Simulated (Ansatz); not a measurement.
Turn this script for Ansatz 0.2.0, Python API into the input file that the command-line program reads.

The script, `energy_ch6albse.py`:
```python
"""Electronic structure of the CH6AlBSe molecule."""

import ansatz as az
from ase import Atoms
import numpy as np

atoms = Atoms(["B", "Se", "Al", "C", "H", "H", "H", "H", "H", "H"], positions=[
    (-0.9393, 1.5995, -1.4863),
    (0.6148, 2.0745, -0.3688),
    (1.0063, -0.2638, -0.0715),
    (0.2409, -1.2242, 1.4423),
    (-0.866, 1.4953, -2.6821),
    (-2.0459, 1.523, -0.9928),
    (2.0137, -1.0488, -1.0704),
    (-0.8965, -1.1392, 1.3371),
    (0.4865, -0.7662, 2.4508),
    (0.4687, -2.3013, 1.4445),
])
mol = az.Crystal.molecule_from_ase(atoms)

model = mol.calculation().basis(gaussian="def2-SVP").functional("PBE0", dispersion="d4").forces()
res = model.run(threads=1, pin="off")
report = res.report

print("reference energy %16.6f eV" % report["reference_energy_ev"])
print("total energy     %16.6f eV" % report["free_energy_ev"])
print("occupied orbitals outside the frozen core (up, down):", report["n_occupied"], " frozen:", report["n_frozen"], " virtual:", report["n_virtual"])

symbols = [site.symbol for site in mol.cartesian_sites]
print("forces (eV/A)")
for symbol, f in zip(symbols, report["forces_ev_ang"]):
    print(f"  {symbol:2s} {f[0]:9.4f} {f[1]:9.4f} {f[2]:9.4f}")

charges = report["charge_distribution"]
dipole = np.array(charges["dipole_moment_e_ang"]) * 4.803205
print("dipole (D): {:.3f} {:.3f} {:.3f}, length {:.3f}".format(*dipole, np.linalg.norm(dipole)))
print("atom  Mulliken   Lowdin")
for symbol, m, l in zip(symbols, charges["mulliken_charges_e"], charges["lowdin_charges_e"]):
    print(f"{symbol:4s} {m:9.3f} {l:8.3f}")
```

```console
$ python energy_ch6albse.py
reference energy    -73733.459282 eV
total energy        -73733.632873 eV
occupied orbitals outside the frozen core (up, down): [32, 32]  frozen: 0  virtual: [76, 76]
forces (eV/A)
  B    -0.2154    0.4227    0.2120
  Se   -0.2297   -0.5988   -0.1859
  Al    0.4972   -0.1164   -0.0671
  C    -1.2483    0.6300    0.5327
  H     0.2464   -0.1152   -0.1118
  H     0.1750   -0.0864    0.0997
  H    -0.3054    0.3219    0.1392
  H     1.0975   -0.0581    0.2105
  H    -0.1756   -0.4457   -0.8930
  H     0.1584    0.0460    0.0635
dipole (D): -0.367 -1.351 0.702, length 1.566
atom  Mulliken   Lowdin
B       -0.017   -0.198
Se      -0.339    0.173
Al       0.664    0.275
C       -0.460   -0.182
H        0.019   -0.028
H        0.015   -0.028
H       -0.147   -0.119
H        0.085    0.043
H        0.096    0.043
H        0.084    0.021
```

`input.yaml`:
```yaml
crystal:
  periodic: [false, false, false]
  atoms:
    - { symbol: B, position_ang: [-0.9393, 1.5995, -1.4863] }
    - { symbol: Se, position_ang: [0.6148, 2.0745, -0.3688] }
    - { symbol: Al, position_ang: [1.0063, -0.2638, -0.0715] }
    - { symbol: C, position_ang: [0.2409, -1.2242, 1.4423] }
    - { symbol: H, position_ang: [-0.866, 1.4953, -2.6821] }
    - { symbol: H, position_ang: [-2.0459, 1.523, -0.9928] }
    - { symbol: H, position_ang: [2.0137, -1.0488, -1.0704] }
    - { symbol: H, position_ang: [-0.8965, -1.1392, 1.3371] }
    - { symbol: H, position_ang: [0.4865, -0.7662, 2.4508] }
    - { symbol: H, position_ang: [0.4687, -2.3013, 1.4445] }
basis:
  gaussian: { orbitals: def2-SVP }
hamiltonian:
  xc: pbe0
  dispersion: d4
output:
  forces: true
```

Launched from the shell:
```console
$ ansatz run input.yaml --threads 1 --pin off --max-ram 4096MiB --backend cpu --events-out ev --progress --plain --runs-dir out
Engine: ansatz 0.2.0, x86_64-unknown-linux-gnu
Functional definition: PBE0
  parameter a = 0.25
  parameter kappa = 0.804
  parameter beta = 0.06672455060314922
  exchange = (1 - a)*pbe_x(kappa = kappa, mu = beta*pi^2/3) + a*exact_x
  correlation = pbe_c(beta = beta)
1071 factors; integrals over basis functions are off by at most 1.3e-3 eV
mean field evaluation 1: about -73728.3407 eV, gradient 4.4e1 eV
mean field evaluation 2: about -73726.0625 eV, gradient 5.0e1 eV
mean field evaluation 4: about -73733.3566 eV, gradient 2.0e0 eV
mean field evaluation 8: about -73733.4592 eV, gradient 8.7e-2 eV
mean field evaluation 16: about -73733.4593 eV, gradient 4.4e-5 eV
mean field -73733.45925117 eV, -2709.6546491467 hartree, gradient 4.4e-5 eV, S^2 0.000000; 0 other end points of the search recorded, 0 dependent functions left out
the calculation of the forces begins
reference -73733.45928194 eV, -2709.6546502777 hartree; 32, 32 occupied and 76, 76 virtual orbitals, 1071 factors
Total energy: -73733.63287264 eV, -2709.6610296182 hartree
Atom 0 at    -0.939300     1.599500    -1.486300 Å, force    -0.215373     0.422699     0.212047 eV/Å
Atom 1 at     0.614800     2.074500    -0.368800 Å, force    -0.229726    -0.598768    -0.185900 eV/Å
Atom 2 at     1.006300    -0.263800    -0.071500 Å, force     0.497185    -0.116368    -0.067078 eV/Å
Atom 3 at     0.240900    -1.224200     1.442300 Å, force    -1.248340     0.629973     0.532731 eV/Å
Atom 4 at    -0.866000     1.495300    -2.682100 Å, force     0.246353    -0.115183    -0.111787 eV/Å
Atom 5 at    -2.045900     1.523000    -0.992800 Å, force     0.174992    -0.086382     0.099750 eV/Å
Atom 6 at     2.013700    -1.048800    -1.070400 Å, force    -0.305374     0.321864     0.139226 eV/Å
Atom 7 at    -0.896500    -1.139200     1.337100 Å, force     1.097469    -0.058098     0.210488 eV/Å
Atom 8 at     0.486500    -0.766200     2.450800 Å, force    -0.175610    -0.445714    -0.892988 eV/Å
Atom 9 at     0.468700    -2.301300     1.444500 Å, force     0.158423     0.045976     0.063512 eV/Å
Dipole moment:    -0.076436    -0.281278     0.146231 e Å
```

Notes:
- Total energies depend on the basis set; only differences at equal settings carry meaning.
- The geometry is a force-field or estimated start, not a minimum of this method, and the basis set is short of its limit.
- The Löwdin charges here are taken after orthogonalising the functions within each atom; they differ from plain Löwdin charges, and their signs can be unphysical.
- Total less reference energy is the dispersion correction.
- It ran for 5.3 s on 1 thread of Intel(R) Xeon(R) Platinum 8375C CPU @ 2.90GHz (Ice Lake), with other jobs on the host, peak memory 0.31 GiB.

(Lines on the test bed's own set-up are left out of the output.)
